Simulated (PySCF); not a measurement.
# PtSH₂: a ladder of methods

Aim: at the PBE0 minimum of singlet PtSH₂, found before, compare methods on energies and levels.

Computed with PySCF 2.14.0. Level: several methods, basis Pt def2-TZVP with ECP60, S def2-TZVP, H def2-TZVP, scalar-relativistic core potentials, no spin–orbit coupling, density fitting.

## 1. The starting structure

4 atoms, charge 0, spin multiplicity 1.

Bond lengths: Pt1–S2 2.092 Å, Pt1–H3 1.535 Å, Pt1–H4 1.535 Å. Angles: S2–Pt1–H3 111.9°, S2–Pt1–H4 111.9°, H3–Pt1–H4 84.3°.

Coordinates in bohr (charge 0 multiplicity 1):
```
Pt    0.2611    0.4524   -0.1507
S    -1.6548   -2.8667    0.8174
H     2.6987    0.7818    1.3856
H    -0.6727    2.7279    1.3856
```

## 2. Density, ELF and potential

The plane holds Pt1 at (0.00, 0.00), S2 at (2.09, 0.00), H3 at (-0.57, 1.42) Å. Columns run from x = -2.55 to 4.35 Å, rows from y = 3.75 (top) to -1.95 Å, in steps of 0.3 Å. Electrons inside core potentials are absent.

Density (cut at 5 e/Å³):

Ten steps from '0' (0.000 e/Å³) to '9' (5.000 e/Å³), finer at the low end (step k begins (100^(k/10) - 1)/99 of the way up):
```
000000000000000000000000
000000000000000000000000
000000000000000000000000
000000000000000000000000
000000000000000000000000
000001111100000000000000
000012333210000000000000
000124564321111111000000
000124776432222222110000
000124676654334444321000
000124678875455666431000
000124799997666887542000
000125895598668998642100
000124895598668997642000
000024799997667886531000
000013578865456665421000
000012345443334444210000
000001223222222322100000
000000111111111111000000
000000000000000000000000
```

ELF (0 where the density is under 0.005 e/Å³):

Ten even steps from '0' (0.00) to '9' (1.00):
```
000000000000000000000000
000000000000000000000000
000000000000000000000000
000000543000000000000000
000068997410000000000000
000699999720000111000000
003899999731001234320000
004899999731012466642000
003799999532124688764200
002578985332246889876310
001234434553456789986410
000112466873562005986410
000002580074560880786310
000001470085460880675200
000001377773373003764100
000001466421378888753100
000012443101378888642000
000012332101367887531000
000012332111256776420000
000001111101235554210000
```

Electrostatic potential (cut at 20 V):

Ten steps from '0' (-0.75 V) to '9' (20.00 V), finer at the low end (step k begins (100^(k/10) - 1)/99 of the way up):
```
333333333333322222222222
333333333333322222222222
333444443333222222222222
344444444333222221112222
444444554433222111111222
444455665443221100011122
444556786543322100001112
444568998654333221000112
444568999765444543211112
445567999887667776532222
445567999998789999754322
455678999999999999975332
455679999999999999975433
455679999999999999986433
455678999999999999975433
455667999999889999865433
445566789987666777654333
444555667776544444433333
444445555554321112222222
444444444443310001122222
```

Making the fields needed 0.6 s of wall time on 2 threads of Arm Neoverse V2, shared host.

## 3. PBE0

One driver script runs all steps and calls PySCF; scf.py shows the equivalent input of each level. Each SCF starts from the density of the minimum. The driver also runs the species with one electron less or more at the same geometry; their logs are not shown.

scf.py reads:

```python
from pyscf import gto, scf, dft
mol = gto.M(atom='''
Pt     0.138188     0.239392    -0.079751
S     -0.875678    -1.517000     0.432564
H      1.428085     0.413710     0.733225
H     -0.355991     1.443556     0.733225''',
    basis={'Pt': 'def2-TZVP', 'S': 'def2-TZVP', 'H': 'def2-TZVP'},
    ecp={'Pt': 'def2-TZVP'},
    charge=0, spin=0)
mf = dft.RKS(mol, xc='PBE0')
mf.grids.atom_grid = (75, 302)
aux = {'Pt': 'def2-universal-JKFIT', 'S': 'def2-universal-JKFIT', 'H': 'def2-universal-JKFIT'}
mf = mf.density_fit(auxbasis=aux)
mf.conv_tol = 1e-08
mf.diis_space = 10
mf.max_cycle = 60
mf.verbose = 4
mf.kernel()
```

The run is started by

```
OMP_NUM_THREADS=2 python axn.py task.json out
```

The program printed:

```text
init E= -518.571713326785
  HOMO = -0.257336110279  LUMO = -0.147616798132097  gap/eV = 2.98561
cycle= 1 E= -518.571713326701  delta_E= 8.41e-11  |g|= 2.28e-05  |ddm|= 2.61e-05
  HOMO = -0.257330781798792  LUMO = -0.147613179397821  gap/eV = 2.98557
Extra cycle  E= -518.571713326437  delta_E= 2.64e-10  |g|= 4e-05  |ddm|= 4.68e-05
converged SCF energy = -518.571713326437
```

This level, with the species of one electron less or more, took 2.4 s.

```
energy                        : -518.571713 Eh
one electron less (charge +1) : -518.239909 Eh (doublet, ⟨S²⟩ 0.76)
one electron more (charge -1) : -518.646494 Eh (doublet, ⟨S²⟩ 0.75)
Mulliken charge of Pt1        : +0.25 e
```

## 4. HF

scf.py, as its differences from that of step 3:

```diff
@@ -10,2 +10 @@
-mf = dft.RKS(mol, xc='PBE0')
-mf.grids.atom_grid = (75, 302)
+mf = scf.RHF(mol)
```

The program printed (excerpt; [...] marks lines left out):

```text
[... the frontier levels of the middle cycles are left out ...]
init E= -517.030603630691
  HOMO = -0.341586879520495  LUMO = -0.0237729964786924  gap/eV = 8.64816
cycle= 1 E= -517.049805645778  delta_E= -0.0192  |g|= 0.0698  |ddm|= 0.402
  HOMO = -0.347949163533265  LUMO = -0.0283241302120879  gap/eV = 8.69744
cycle= 2 E= -517.051607934398  delta_E= -0.0018  |g|= 0.0426  |ddm|= 0.0863
  HOMO = -0.347922804125073  LUMO = -0.0237898721236498  gap/eV = 8.82011
cycle= 3 E= -517.052082735054  delta_E= -0.000475  |g|= 0.0252  |ddm|= 0.0527
cycle= 4 E= -517.052345424777  delta_E= -0.000263  |g|= 0.00601  |ddm|= 0.0316
cycle= 5 E= -517.052378696672  delta_E= -3.33e-05  |g|= 0.00321  |ddm|= 0.0103
cycle= 6 E= -517.05239520186  delta_E= -1.65e-05  |g|= 0.00187  |ddm|= 0.00875
cycle= 7 E= -517.052401696076  delta_E= -6.49e-06  |g|= 0.00104  |ddm|= 0.00624
cycle= 8 E= -517.052403577829  delta_E= -1.88e-06  |g|= 0.00039  |ddm|= 0.00401
cycle= 9 E= -517.052403858905  delta_E= -2.81e-07  |g|= 0.000179  |ddm|= 0.00154
cycle= 10 E= -517.052403921402  delta_E= -6.25e-08  |g|= 0.000102  |ddm|= 0.000657
cycle= 11 E= -517.052403955514  delta_E= -3.41e-08  |g|= 6.68e-05  |ddm|= 0.000492
cycle= 12 E= -517.052403977694  delta_E= -2.22e-08  |g|= 3.54e-05  |ddm|= 0.000535
cycle= 13 E= -517.052403984125  delta_E= -6.43e-09  |g|= 1.65e-05  |ddm|= 0.000337
  HOMO = -0.348443071047316  LUMO = -0.0233277457389445  gap/eV = 8.84684
Extra cycle  E= -517.052403984534  delta_E= -4.09e-10  |g|= 1.22e-05  |ddm|= 3.72e-05
converged SCF energy = -517.052403984534
```

This level, with the species of one electron less or more, took 1.6 s.

| Quantity | Value |
| --- | --- |
| energy | -517.052404 Eh |
| one electron less (charge +1) | -516.763356 Eh (doublet, ⟨S²⟩ 0.80) |
| one electron more (charge -1) | -517.111731 Eh (doublet, ⟨S²⟩ 0.78) |
| Mulliken charge of Pt1 | +0.44 e |

## 5. PBE

scf.py, as its differences from that of step 4:

```diff
@@ -10 +10,2 @@
-mf = scf.RHF(mol)
+mf = dft.RKS(mol, xc='PBE')
+mf.grids.atom_grid = (75, 302)
```

The program printed (excerpt; [...] marks lines left out):

```text
[... the frontier levels of the middle cycles are left out ...]
init E= -518.607172953873
  HOMO = -0.2140140173402  LUMO = -0.176060961756552  gap/eV = 1.03276
cycle= 1 E= -518.608901933485  delta_E= -0.00173  |g|= 0.0558  |ddm|= 0.216
  HOMO = -0.226492988385422  LUMO = -0.182403213933042  gap/eV = 1.19974
cycle= 2 E= -518.589354468347  delta_E= 0.0195  |g|= 0.248  |ddm|= 0.302
  HOMO = -0.219525960783612  LUMO = -0.180554033378092  gap/eV = 1.06048
cycle= 3 E= -518.609726801463  delta_E= -0.0204  |g|= 0.0384  |ddm|= 0.241
cycle= 4 E= -518.610019726644  delta_E= -0.000293  |g|= 0.00738  |ddm|= 0.0304
cycle= 5 E= -518.610028721991  delta_E= -9e-06  |g|= 0.00337  |ddm|= 0.00838
cycle= 6 E= -518.61003127338  delta_E= -2.55e-06  |g|= 0.00098  |ddm|= 0.0034
cycle= 7 E= -518.61003162719  delta_E= -3.54e-07  |g|= 0.00018  |ddm|= 0.000973
cycle= 8 E= -518.610031635371  delta_E= -8.18e-09  |g|= 3.52e-05  |ddm|= 0.000148
  HOMO = -0.217484974883512  LUMO = -0.178382247567362  gap/eV = 1.06404
Extra cycle  E= -518.610031627379  delta_E= 7.99e-09  |g|= 0.000155  |ddm|= 0.000194
converged SCF energy = -518.610031627379
```

This level, with the species of one electron less or more, took 5.8 s.

```
energy                        : -518.610032 Eh
one electron less (charge +1) : -518.278011 Eh (doublet, ⟨S²⟩ 0.75)
one electron more (charge -1) : -518.679762 Eh (doublet, ⟨S²⟩ 0.75)
Mulliken charge of Pt1        : +0.19 e
```

## 6. B3LYP

scf.py, as its differences from that of step 5:

```diff
@@ -10 +10 @@
-mf = dft.RKS(mol, xc='PBE')
+mf = dft.RKS(mol, xc='B3LYP')
```

The program printed (excerpt; [...] marks lines left out):

```text
[... the frontier levels of the middle cycles are left out ...]
init E= -518.785616717725
  HOMO = -0.247654400345782  LUMO = -0.153015801120528  gap/eV = 2.57525
cycle= 1 E= -518.786687021625  delta_E= -0.00107  |g|= 0.0209  |ddm|= 0.133
  HOMO = -0.25338887449805  LUMO = -0.157034154433845  gap/eV = 2.62195
cycle= 2 E= -518.786367056879  delta_E= 0.00032  |g|= 0.0401  |ddm|= 0.0485
  HOMO = -0.25036713103614  LUMO = -0.155520722027852  gap/eV = 2.58090
cycle= 3 E= -518.786749097802  delta_E= -0.000382  |g|= 0.0142  |ddm|= 0.0395
cycle= 4 E= -518.786793047506  delta_E= -4.39e-05  |g|= 0.00575  |ddm|= 0.0147
cycle= 5 E= -518.786800099188  delta_E= -7.05e-06  |g|= 0.00112  |ddm|= 0.00448
cycle= 6 E= -518.786800398573  delta_E= -2.99e-07  |g|= 0.000299  |ddm|= 0.00111
cycle= 7 E= -518.786800432451  delta_E= -3.39e-08  |g|= 5.82e-05  |ddm|= 0.000361
cycle= 8 E= -518.786800434651  delta_E= -2.2e-09  |g|= 4.09e-05  |ddm|= 0.000166
  HOMO = -0.250556334829964  LUMO = -0.155434489775516  gap/eV = 2.58840
Extra cycle  E= -518.786800431352  delta_E= 3.3e-09  |g|= 0.00012  |ddm|= 0.000157
converged SCF energy = -518.786800431352
```

This level, with the species of one electron less or more, needed 5.9 s of wall time on 2 threads of Arm Neoverse V2, shared host.

```
energy                        : -518.786800 Eh
one electron less (charge +1) : -518.452068 Eh (doublet, ⟨S²⟩ 0.76)
one electron more (charge -1) : -518.860523 Eh (doublet, ⟨S²⟩ 0.75)
Mulliken charge of Pt1        : +0.25 e
```

## 7. r2SCAN

scf.py, as its differences from that of step 6:

```diff
@@ -10,2 +10,2 @@
-mf = dft.RKS(mol, xc='B3LYP')
-mf.grids.atom_grid = (75, 302)
+mf = dft.RKS(mol, xc='R2SCAN')
+mf.grids.atom_grid = (90, 434)
```

The program printed (excerpt; [...] marks lines left out):

```text
[... the frontier levels of the middle cycles are left out ...]
init E= -518.756274019658
  HOMO = -0.224187009429163  LUMO = -0.175841235930466  gap/eV = 1.31556
cycle= 1 E= -518.756987568154  delta_E= -0.000714  |g|= 0.0406  |ddm|= 0.145
  HOMO = -0.228135765046677  LUMO = -0.17559089967999  gap/eV = 1.42982
cycle= 2 E= -518.748547900516  delta_E= 0.00844  |g|= 0.176  |ddm|= 0.183
  HOMO = -0.225366601130786  LUMO = -0.176396186104643  gap/eV = 1.33255
cycle= 3 E= -518.757431512093  delta_E= -0.00888  |g|= 0.00626  |ddm|= 0.153
cycle= 4 E= -518.757438831552  delta_E= -7.32e-06  |g|= 0.00265  |ddm|= 0.0074
cycle= 5 E= -518.757440542904  delta_E= -1.71e-06  |g|= 0.000685  |ddm|= 0.00273
cycle= 6 E= -518.757440679903  delta_E= -1.37e-07  |g|= 0.00029  |ddm|= 0.000785
cycle= 7 E= -518.757440696276  delta_E= -1.64e-08  |g|= 6.38e-05  |ddm|= 0.000248
cycle= 8 E= -518.757440697635  delta_E= -1.36e-09  |g|= 2.17e-05  |ddm|= 9.29e-05
  HOMO = -0.225198731707784  LUMO = -0.176137024630013  gap/eV = 1.33504
Extra cycle  E= -518.757440694525  delta_E= 3.11e-09  |g|= 0.000102  |ddm|= 0.000117
converged SCF energy = -518.757440694525
```

This level, with the species of one electron less or more, took 17 s.

```
energy                        : -518.757441 Eh
one electron less (charge +1) : -518.425298 Eh (doublet, ⟨S²⟩ 0.76)
one electron more (charge -1) : -518.832125 Eh (doublet, ⟨S²⟩ 0.76)
Mulliken charge of Pt1        : +0.27 e
```

## 8. TPSSh

scf.py, as its differences from that of step 7:

```diff
@@ -10 +10 @@
-mf = dft.RKS(mol, xc='R2SCAN')
+mf = dft.RKS(mol, xc='TPSSH')
```

The program printed (excerpt; [...] marks lines left out):

```text
[... the frontier levels of the middle cycles are left out ...]
init E= -518.713259542644
  HOMO = -0.234184002601227  LUMO = -0.161010532236569  gap/eV = 1.99115
cycle= 1 E= -518.713447590135  delta_E= -0.000188  |g|= 0.0542  |ddm|= 0.0996
  HOMO = -0.23938441712961  LUMO = -0.16820037212535  gap/eV = 1.93702
cycle= 2 E= -518.708618512006  delta_E= 0.00483  |g|= 0.159  |ddm|= 0.148
  HOMO = -0.237539206617526  LUMO = -0.163784926009228  gap/eV = 2.00696
cycle= 3 E= -518.713725420583  delta_E= -0.00511  |g|= 0.0321  |ddm|= 0.127
cycle= 4 E= -518.714074970752  delta_E= -0.00035  |g|= 0.00213  |ddm|= 0.03
cycle= 5 E= -518.714075703723  delta_E= -7.33e-07  |g|= 0.000906  |ddm|= 0.00202
cycle= 6 E= -518.71407589333  delta_E= -1.9e-07  |g|= 0.000192  |ddm|= 0.000779
cycle= 7 E= -518.714075904024  delta_E= -1.07e-08  |g|= 6.22e-05  |ddm|= 0.000231
cycle= 8 E= -518.71407590525  delta_E= -1.23e-09  |g|= 1.42e-05  |ddm|= 6.32e-05
  HOMO = -0.235623233982627  LUMO = -0.162757618909546  gap/eV = 1.98277
Extra cycle  E= -518.714075905236  delta_E= 1.38e-11  |g|= 1.81e-05  |ddm|= 2.51e-05
converged SCF energy = -518.714075905236
```

This level, with the species of one electron less or more, took 16 s.

| Item | Value |
| --- | --- |
| energy | -518.714076 Eh |
| one electron less (charge +1) | -518.382757 Eh (doublet, ⟨S²⟩ 0.76) |
| one electron more (charge -1) | -518.785035 Eh (doublet, ⟨S²⟩ 0.75) |
| Mulliken charge of Pt1 | +0.28 e |

## 9. LDA

scf.py, as its differences from that of step 8:

```diff
@@ -10,2 +10,2 @@
-mf = dft.RKS(mol, xc='TPSSH')
-mf.grids.atom_grid = (90, 434)
+mf = dft.RKS(mol, xc='LDA,VWN')
+mf.grids.atom_grid = (75, 302)
```

The program printed (excerpt; [...] marks lines left out):

```text
[... the frontier levels of the middle cycles are left out ...]
init E= -517.191771686694
  HOMO = -0.216490106576975  LUMO = -0.18056332737812  gap/eV = 0.97762
cycle= 1 E= -517.195880817824  delta_E= -0.00411  |g|= 0.11  |ddm|= 0.298
  HOMO = -0.239935410288516  LUMO = -0.200243149778132  gap/eV = 1.08008
cycle= 2 E= -517.181417481381  delta_E= 0.0145  |g|= 0.233  |ddm|= 0.34
  HOMO = -0.221591535842152  LUMO = -0.187433082196259  gap/eV = 0.92950
cycle= 3 E= -517.190530037068  delta_E= -0.00911  |g|= 0.166  |ddm|= 0.359
cycle= 4 E= -517.198480803668  delta_E= -0.00795  |g|= 0.0274  |ddm|= 0.156
cycle= 5 E= -517.198640282542  delta_E= -0.000159  |g|= 0.00851  |ddm|= 0.0267
cycle= 6 E= -517.198653230986  delta_E= -1.29e-05  |g|= 0.00183  |ddm|= 0.0053
cycle= 7 E= -517.198654141648  delta_E= -9.11e-07  |g|= 0.000522  |ddm|= 0.00176
cycle= 8 E= -517.198654199146  delta_E= -5.75e-08  |g|= 0.000151  |ddm|= 0.000458
cycle= 9 E= -517.198654208736  delta_E= -9.59e-09  |g|= 2.02e-05  |ddm|= 0.000219
  HOMO = -0.223823315906845  LUMO = -0.187115590376594  gap/eV = 0.99887
Extra cycle  E= -517.198654208036  delta_E= 7e-10  |g|= 5.57e-05  |ddm|= 8.17e-05
converged SCF energy = -517.198654208036
```

This level, with the species of one electron less or more, took 13 s.

- energy: -517.198654 Eh
- one electron less (charge +1): -516.857462 Eh (doublet, ⟨S²⟩ 0.75)
- one electron more (charge -1): -517.274982 Eh (doublet, ⟨S²⟩ 0.75)
- Mulliken charge of Pt1: +0.12 e

## 10. M06-L

scf.py, as its differences from that of step 9:

```diff
@@ -10,2 +10,2 @@
-mf = dft.RKS(mol, xc='LDA,VWN')
-mf.grids.atom_grid = (75, 302)
+mf = dft.RKS(mol, xc='M06L')
+mf.grids.atom_grid = (90, 434)
```

The program printed (excerpt; [...] marks lines left out):

```text
[... the frontier levels of the middle cycles are left out ...]
init E= -518.779514339184
  HOMO = -0.222811453108953  LUMO = -0.174198644970545  gap/eV = 1.32282
cycle= 1 E= -518.784444043282  delta_E= -0.00493  |g|= 0.0644  |ddm|= 0.371
  HOMO = -0.214056764243311  LUMO = -0.164721650683031  gap/eV = 1.34248
cycle= 2 E= -518.781662583932  delta_E= 0.00278  |g|= 0.135  |ddm|= 0.128
  HOMO = -0.218915363402108  LUMO = -0.171315244189398  gap/eV = 1.29527
cycle= 3 E= -518.784173271758  delta_E= -0.00251  |g|= 0.0556  |ddm|= 0.118
cycle= 4 E= -518.78500700004  delta_E= -0.000834  |g|= 0.0173  |ddm|= 0.0669
cycle= 5 E= -518.785111010733  delta_E= -0.000104  |g|= 0.00305  |ddm|= 0.0171
cycle= 6 E= -518.785113117572  delta_E= -2.11e-06  |g|= 0.000554  |ddm|= 0.00342
cycle= 7 E= -518.785113199414  delta_E= -8.18e-08  |g|= 0.000303  |ddm|= 0.00107
cycle= 8 E= -518.78511321839  delta_E= -1.9e-08  |g|= 0.000118  |ddm|= 0.000388
cycle= 9 E= -518.785113222588  delta_E= -4.2e-09  |g|= 2.44e-05  |ddm|= 0.000158
  HOMO = -0.219570921079867  LUMO = -0.171144261128233  gap/eV = 1.31776
Extra cycle  E= -518.785113219204  delta_E= 3.38e-09  |g|= 0.000105  |ddm|= 0.00014
converged SCF energy = -518.785113219204
```

This level, with the species of one electron less or more, needed 18 s of wall time on 2 threads of Arm Neoverse V2, shared host.

* energy: -518.785113 Eh
* one electron less (charge +1): -518.456301 Eh (doublet, ⟨S²⟩ 0.76)
* one electron more (charge -1): -518.853088 Eh (doublet, ⟨S²⟩ 0.75)
* Mulliken charge of Pt1: +0.49 e

## 11. All levels side by side

| level | atomisation energy (kJ/mol) | vertical ionisation energy (eV) | vertical electron affinity (eV) | −ε(HOMO) (eV) | gap (eV) | dipole (D) | wall time |
| --- | --- | --- | --- | --- | --- | --- | --- |
| PBE0 | 895 | 9.03 | 2.03 | 7.00 | 2.99 | 2.54 | 2.4 s |
| HF | 403 | 7.87 | 1.61 | 9.48 | 8.85 | 3.34 | 1.6 s |
| PBE | 974 | 9.03 | 1.90 | 5.92 | 1.06 | 2.15 | 5.8 s |
| B3LYP | 893 | 9.11 | 2.01 | 6.82 | 2.59 | 2.32 | 5.9 s |
| r2SCAN | 966 | 9.04 | 2.03 | 6.13 | 1.34 | 2.42 | 17 s |
| TPSSh | 939 | 9.02 | 1.93 | 6.41 | 1.98 | 2.40 | 16 s |
| LDA | 1172 | 9.28 | 2.08 | 6.09 | 1.00 | 2.09 | 13 s |
| M06-L | 908 | 8.95 | 1.85 | 5.97 | 1.32 | 2.56 | 18 s |

Times are for 2 threads of Arm Neoverse V2, shared host; PBE0 starts from its own converged density, so its time is not comparable. A dash stands where a species or a free atom was not run at that level, or the quantity is not defined.

Atomisation goes to high-spin atoms in their ground configurations, run at the same level, without zero-point energy.

## 12. Summary of results

```
                         quantity                          value
        atomisation energy, range  403 (HF) to 1172 (LDA) kJ/mol
vertical ionisation energy, range     7.87 (HF) to 9.28 (LDA) eV
vertical electron affinity, range     1.61 (HF) to 2.08 (LDA) eV
               orbital gap, range     1.00 (LDA) to 8.85 (HF) eV
```

What this shows: The atomisation energy spreads over 769 kJ/mol, from HF to LDA; without a CCSD(T) value for it there is no yardstick here. Without diffuse functions electron affinities tend to come out too low. Whether spin polarisation would lower the closed shell was not checked. Spin–orbit coupling, left out here, can matter for elements this heavy.
